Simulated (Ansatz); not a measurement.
**C₃H₅BrO: up Jacob's ladder to CCSD(T)**

How much do the methods differ for C₃H₅BrO? The plan is to run it at one geometry with functionals of several rungs and with coupled cluster, and see how far each lands from CCSD(T) at the basis-set limit for the atomisation energy.

Method: functionals in def2-TZVPP, the program's frozen cores in correlated methods; program: Ansatz 0.2.0, Gaussian basis.

Plan: LDA (SPW92), PBE-D4, revPBE-D4, BLYP-D4, r2SCAN-D4, B97M-V, PBE0-D4, B3LYP-D4, r2SCANh-D4, r2SCAN0-D4, HSE06-D4, BHLYP-D4, CAM-B3LYP-D4, LC-ωPBE, ωB97X-V, ωB97M-V, B2PLYP, PBE-QIDH; CCSD(T)/def2-SVP; CCSD(T)/def2-TZVPP; MP2/def2-QZVPP; extrapolation to the limit; RPA on PBE.

**1. Structure used throughout**

The geometry comes from an earlier relaxation with PBE0-D4 in a triple-zeta def2 set; it is a stationary point, not always the lowest conformer.

SMILES `OC/C=C/Br`, 10 atoms, charge 0, spin multiplicity 1.

Atoms are counted from 1 here; the program's logs count them from 0.

Bond lengths: O1–C2 1.413 Å, O1–H6 0.961 Å, C2–C3 1.494 Å, C2–H7 1.094 Å, C2–H8 1.098 Å, C3–C4 1.322 Å, C3–H9 1.086 Å, C4–Br5 1.879 Å, C4–H10 1.083 Å. Angles: C2–O1–H6 108.0°, O1–C2–C3 112.0°, O1–C2–H7 105.5°, O1–C2–H8 111.7°, C3–C2–H7 109.9°, C3–C2–H8 110.1°, H7–C2–H8 107.4°, C2–C3–C4 122.2°, C2–C3–H9 117.0°, C4–C3–H9 120.8°, C3–C4–Br5 123.7°, C3–C4–H10 123.5°, Br5–C4–H10 112.8°.

**2. LDA**

This LDA is Slater exchange with PW92 correlation.

Contents of in.yaml:

```yaml
crystal:
  periodic: [false, false, false]
  atoms:
    - {symbol: O, position_ang: [0.301573, -1.879228, 0.731940]}
    - {symbol: C, position_ang: [0.769158, -0.755953, 0.014232]}
    - {symbol: C, position_ang: [-0.351961, 0.098559, -0.480558]}
    - {symbol: C, position_ang: [-0.468348, 1.372013, -0.143781]}
    - {symbol: Br, position_ang: [-1.865053, 2.482404, -0.733050]}
    - {symbol: H, position_ang: [-0.245247, -1.562118, 1.456186]}
    - {symbol: H, position_ang: [1.329669, -1.162932, -0.832053]}
    - {symbol: H, position_ang: [1.466828, -0.154331, 0.612179]}
    - {symbol: H, position_ang: [-1.091315, -0.377350, -1.117743]}
    - {symbol: H, position_ang: [0.237796, 1.887737, 0.495449]}
basis:
  gaussian: {orbitals: def2-TZVPP}
hamiltonian: {xc: lda}
output: {orbitals: {seedname: orbitals}}
```

Further steps of the session: PBE-D4 (GGA); revPBE-D4 (GGA); BLYP-D4 (GGA); r2SCAN-D4 (meta-GGA); B97M-V (meta-GGA); PBE0-D4 (hybrid); B3LYP-D4 (hybrid); r2SCANh-D4 (hybrid); r2SCAN0-D4 (hybrid); HSE06-D4 (hybrid); BHLYP-D4 (hybrid); CAM-B3LYP-D4 (range-separated); LC-ωPBE (range-separated); ωB97X-V (range-separated); ωB97M-V (range-separated); B2PLYP (double hybrid); PBE-QIDH (double hybrid); CCSD(T) in def2-SVP; CCSD(T) in def2-TZVPP; MP2 in def2-QZVPP; RPA on PBE orbitals.

Before running them: what should the planned runs give, taken together? Wanted: atomisation energy, CCSD(T)/CBS; farthest beyond LDA; mean size of error, GGA; mean size of error, meta-GGA; mean size of error, hybrid; mean size of error, range-separated; mean size of error, double hybrid; gap, smallest and largest; T1 diagnostic.

**Answer**, as computed:

```
                               quantity                                                                                                                              value
        atomisation energy, CCSD(T)/CBS                                                                                                                      3874.1 kJ/mol
 functionals within 38.7 kJ/mol (1.0 %)  revPBE-D4, BLYP-D4, r2SCAN-D4, B97M-V, PBE0-D4, B3LYP-D4, r2SCANh-D4, HSE06-D4, CAM-B3LYP-D4, LC-ωPBE, ωB97X-V, ωB97M-V, PBE-QIDH
                    farthest beyond LDA                                                                                                           BHLYP-D4 (-152.1 kJ/mol)
                mean size of error, GGA                                                                                                                        44.0 kJ/mol
           mean size of error, meta-GGA                                                                                                                        10.1 kJ/mol
             mean size of error, hybrid                                                                                                                        50.1 kJ/mol
    mean size of error, range-separated                                                                                                                         7.5 kJ/mol
      mean size of error, double hybrid                                                                                                                        30.4 kJ/mol
              gap, smallest and largest                                                                                          4.64 eV (LDA (SPW92)), 11.83 eV (LC-ωPBE)
                          T1 diagnostic                                                                                                                             0.0097
triples share of the correlation energy                                                                                                                              3.9 %
```

**Reading.** LDA overbinds by 632.9 kJ/mol (16 %). PBE-D4 is off by +120.3 kJ/mol. Double hybrids carry the basis error of their MP2 part in triple zeta, and no dispersion term here, so their miss is partly the set-up's. The rungs range-separated, meta-GGA, double hybrid miss on average by less than the doubt on the reference (38.7 kJ/mol), so they tie. The reference freezes the cores and leaves out relativity and excitations past (T), and its outer-core shells are covered unevenly, so misses under about 38.7 kJ/mol can't be ranked. All levels share the lack of spin-orbit coupling, which lowers the free heavy atoms and so the true binding. Hartree-Fock recovers 71 % of the binding; the rest is correlation. CCSD(T) in def2-SVP is off by -199.4 kJ/mol, more than most functionals: a good method in a small basis is no reference. Orbital gaps span 4.6 to 11.8 eV; exact exchange widens them. Correlated methods include outer-core shells of Br, which these sets cover unevenly.
